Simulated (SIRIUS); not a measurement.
Wanted: the native input for a SIRIUS 7.10.0 run.

* Task: single point
* Functional: PBE
* Potentials or basis: PseudoDojo 0.4.1 PBE standard (scalar relativistic)
* Cutoff: 1152 eV
* Density cutoff: 4606 eV
* k mesh: 8 × 8 × 8
* Occupations: fermi-dirac, width 0.05 eV
* Spin: no spin polarisation
* Libxc names: ["XC_GGA_X_PBE", "XC_GGA_C_PBE"]
* Energy tol: 1e-08 Ha
* Density tol: 1e-06
* Mixer: anderson
* Mixing beta: 0.7
* Max scf: 100
* Radial cutoff for the potentials' integrals: 6.5 bohr

Crystal: B5Ru.

```
B Ru
1.0
     0.00000    2.80149    2.80149
     2.80149    0.00000    2.80149
     2.80149    2.80149    0.00000
B Ru
5 1
Direct
  0.87672 0.87213 0.88062
  0.36882 0.87394 0.87324
  0.25348 0.23688 0.25303
  0.87174 0.37149 0.87669
  0.87437 0.87304 0.37655
  0.48365 0.50957 0.49824
```

The cell was built by a generator and needn't be a form met in nature.

The cell isn't the ideal one: atoms moved at random, drawn with an rms of 0.05 Å.

The input as run:

sirius.json

```json
{
  "control": {
    "processing_unit": "cpu",
    "verbosity": 2,
    "num_bands_to_print": 24,
    "print_forces": true,
    "print_stress": true
  },
  "parameters": {
    "electronic_structure_method": "pseudopotential",
    "xc_functionals": ["XC_GGA_X_PBE", "XC_GGA_C_PBE"],
    "gk_cutoff": 9.2,
    "pw_cutoff": 18.4,
    "ngridk": [8, 8, 8],
    "shiftk": [0, 0, 0],
    "smearing": "fermi_dirac",
    "smearing_width": 0.0018374661,
    "num_bands": 24,
    "num_mag_dims": 0,
    "num_dft_iter": 100,
    "energy_tol": 1e-08,
    "density_tol": 1e-06
  },
  "iterative_solver": {
    "type": "davidson",
    "min_tolerance": 1e-09,
    "tolerance_scale": [0.1, 0.25]
  },
  "mixer": {
    "type": "anderson",
    "beta": 0.7,
    "max_history": 8
  },
  "settings": {
    "tol_ne": 1e-10,
    "pseudo_grid_cutoff": 6.5
  },
  "unit_cell": {
    "lattice_vectors": [
      [0.0, 0.707106781187, 0.707106781187],
      [0.707106781187, 0.0, 0.707106781187],
      [0.707106781187, 0.707106781187, 0.0]
    ],
    "lattice_vectors_scale": 7.4869156706,
    "atom_coordinate_units": "lattice",
    "atom_types": ["B", "Ru"],
    "atom_files": {
      "B": "B.json",
      "Ru": "Ru.json"
    },
    "atoms": {
      "B": [
        [0.876716, 0.872134, 0.880616],
        [0.368819, 0.873944, 0.873237],
        [0.25348, 0.23688, 0.253028],
        [0.87174, 0.371492, 0.876689],
        [0.874367, 0.873036, 0.376553]
      ],
      "Ru": [
        [0.483652, 0.509565, 0.498243]
      ]
    }
  }
}
```

Potentials or basis: PseudoDojo 0.4.1 PBE standard (scalar relativistic).

Run with:

```sh
$ upf_to_json B.upf
$ upf_to_json Ru.upf
$ OMP_NUM_THREADS=1 sirius.scf --input=sirius.json --output=out.json --task=0
```

It gave:

- Pressure: 1.0 GPa
- Largest force: 0.462 eV/Å
- Band gap on the k mesh: none (metal or under the smearing width)

Wall time 22 min on 1 thread of Arm Neoverse N1, with other jobs on the host, peak memory 2.2 GiB.
